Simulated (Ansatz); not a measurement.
# B₂F₄H₂O₂: small, medium and large basis sets

The task here is to estimate one member of a computed series from the others.

The runs use Ansatz 0.2.0, Gaussian basis; one geometry, several basis sets.

The runs, in order: PBE0-D4/def2-SVP; ωB97M-V/def2-SVP; PBE0-D4/def2-QZVPP; ωB97M-V/def2-QZVPP; the functionals' def2-TZVPP values are taken from earlier runs.

## The geometry

An earlier PBE0-D4 in a triple-zeta def2 set relaxation fixed the geometry.

10 atoms, charge 0, spin multiplicity 1.

Atoms are counted from 1 here; the program's logs count them from 0.

Bond lengths: F1–B2 1.333 Å, B2–F3 1.352 Å, B2–O4 1.548 Å, B2–O8 1.548 Å, O4–B5 1.548 Å, O4–H9 0.963 Å, B5–F6 1.352 Å, B5–F7 1.333 Å, B5–O8 1.548 Å, O8–H10 0.963 Å. Angles: F1–B2–F3 116.9°, F1–B2–O4 112.3°, F1–B2–O8 112.3°, F3–B2–O4 111.5°, F3–B2–O8 111.5°, O4–B2–O8 89.0°, B2–O4–B5 90.5°, B2–O4–H9 114.6°, B5–O4–H9 114.6°, O4–B5–F6 111.5°, O4–B5–F7 112.3°, O4–B5–O8 89.0°, F6–B5–F7 116.9°, F6–B5–O8 111.5°, F7–B5–O8 112.3°, B2–O8–B5 90.5°, B2–O8–H10 114.6°, B5–O8–H10 114.6°.

The first run:

The input, in.yaml:

```yaml
crystal:
  periodic: [false, false, false]
  atoms:
    - {symbol: F, position_ang: [0.141917, -2.247160, -0.171955]}
    - {symbol: B, position_ang: [-0.328130, -1.046925, 0.167844]}
    - {symbol: F, position_ang: [-1.475536, -1.018822, 0.881830]}
    - {symbol: O, position_ang: [0.759150, -0.148849, 0.806136]}
    - {symbol: B, position_ang: [0.547559, 0.915108, -0.298109]}
    - {symbol: F, position_ang: [-0.135205, 1.984249, 0.168662]}
    - {symbol: F, position_ang: [1.664369, 1.163981, -0.982047]}
    - {symbol: O, position_ang: [-0.385326, -0.075527, -1.035989]}
    - {symbol: H, position_ang: [0.557482, 0.153104, 1.698541]}
    - {symbol: H, position_ang: [-1.263182, 0.269740, -1.231914]}
basis:
  gaussian: {orbitals: def2-SVP}
hamiltonian: {xc: pbe0, dispersion: d4}
output: {orbitals: {seedname: orbitals}}
```

Started as:

```console
> ansatz run in.yaml --threads 8 --pin off --events-out ev --progress --plain --max-ram 18278MiB
```

Steps of the session up to this table: PBE0-D4 in def2-SVP; ωB97M-V in def2-SVP; PBE0-D4 in def2-QZVPP; ωB97M-V in def2-QZVPP.

One of the session's tables, all rows but one given; the rest of the session is left out.

It belongs to the step «Density functionals: the series». 

```
functional       basis  HOMO (eV)  LUMO (eV)
   PBE0-D4    def2-SVP          ?          ?
   PBE0-D4  def2-TZVPP     -11.05      -0.04
   PBE0-D4  def2-QZVPP     -11.08      -0.24
   ωB97M-V    def2-SVP     -13.40       2.32
   ωB97M-V  def2-TZVPP     -13.54       1.35
   ωB97M-V  def2-QZVPP     -13.57       0.96
```

Q: Estimate the row for PBE0-D4, def2-SVP from the others.

As computed: HOMO (eV): -10.92; LUMO (eV): 0.67. In the column «HOMO (eV)» it is the highest.
